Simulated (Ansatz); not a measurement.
## Gd, space group Fm-3m: a test of the smearing width, step by step

Program: Ansatz 0.2.0, Python API.

Typed at the interpreter:
```pycon
>>> import ansatz as az
>>> config = {
...     "cutoff_ev": 470,
...     "mesh": (5, 5, 5),
...     "mixing_beta": 0.1,
...     "scf_tol": 1e-09,
...     "max_scf": 150,
... }
>>> cell = (
...     az.Lattice.of((0.0, 2.585819, 2.585819), (2.585819, 0.0, 2.585819), (2.585819, 2.585819, 0.0))
...     .atom("Gd", (0.0, 0.0, 0.0))
...     .moments(Gd=7)
... )
>>> job = (
...     cell.calculation()
...     .functional(az.Functional.LDA)
...     .basis(config["cutoff_ev"])
...     .kpoints(*config["mesh"])
...     .spin(az.SpinTreatment.COLLINEAR)
...     .mixing("broyden", beta=config["mixing_beta"])
...     .scf(tolerance=config["scf_tol"], max_iterations=config["max_scf"])
... )
>>> rows = []
>>> for value in [0.5, 0.3, 0.2, 0.1]:
...     data = job.occupations("fermi_dirac", width=value).run(threads=1).report
...     rows.append((value, data["free_energy_ev"] / len(data["lattice"]["sites"]), data["n_iterations"], data["magnetization_mub"], data["n_kpoints"]))
...
>>> print("  width (eV)   F/atom (eV)    iterations  moment (muB)      k-points")
  width (eV)   F/atom (eV)    iterations  moment (muB)      k-points
>>> for row in rows:
...     print(f"{str(row[0]):>12s}  {row[1]:12.5f}  {row[2]:12d}  {row[3]:12.3f}  {row[4]:12d}")
...
         0.5   -9127.69547            30         7.108            10
         0.3   -9127.09650            25         7.278            10
         0.2   -9126.88399            24         7.379            10
         0.1   -9126.74092            38         7.530            10
>>> # the last row is the reference
>>> for row in rows[:-1]:
...     shift = 1000 * (row[1] - rows[-1][1])
...     print(f"{row[0]}: {shift:+.2f} meV/atom" + ("  (within 1 meV)" if abs(shift) < 1 else ""))
...
0.5: -954.55 meV/atom
0.3: -355.58 meV/atom
0.2: -143.07 meV/atom
```

Going from 0.1 to 0.5 eV changes F by -954.6 meV an atom. With this scheme F falls roughly as the square of the width; the report's estimate for zero width (energy_sigma0_ev) moves by only -110.5 meV.

Caveats:
- Open f shells: without a Hubbard U, without spin-orbit coupling; the state reached hangs on the start and needn't be the lowest.
- For a metal this k-point mesh is coarse: on a finer one energies can move by several to tens of meV an atom and pressures by half a GPa or more, differences at one mesh by less.
- A Fermi-Dirac width this large means warm electrons, whose thermal share enters the free energy.
- The narrowest width needs the finest mesh, so the last row is no converged reference.
- This isn't the structure that Gd takes at ambient conditions.
- Run time: 12 s on 1 thread of Arm Neoverse V2 (shared host), peak memory 0.37 GiB.
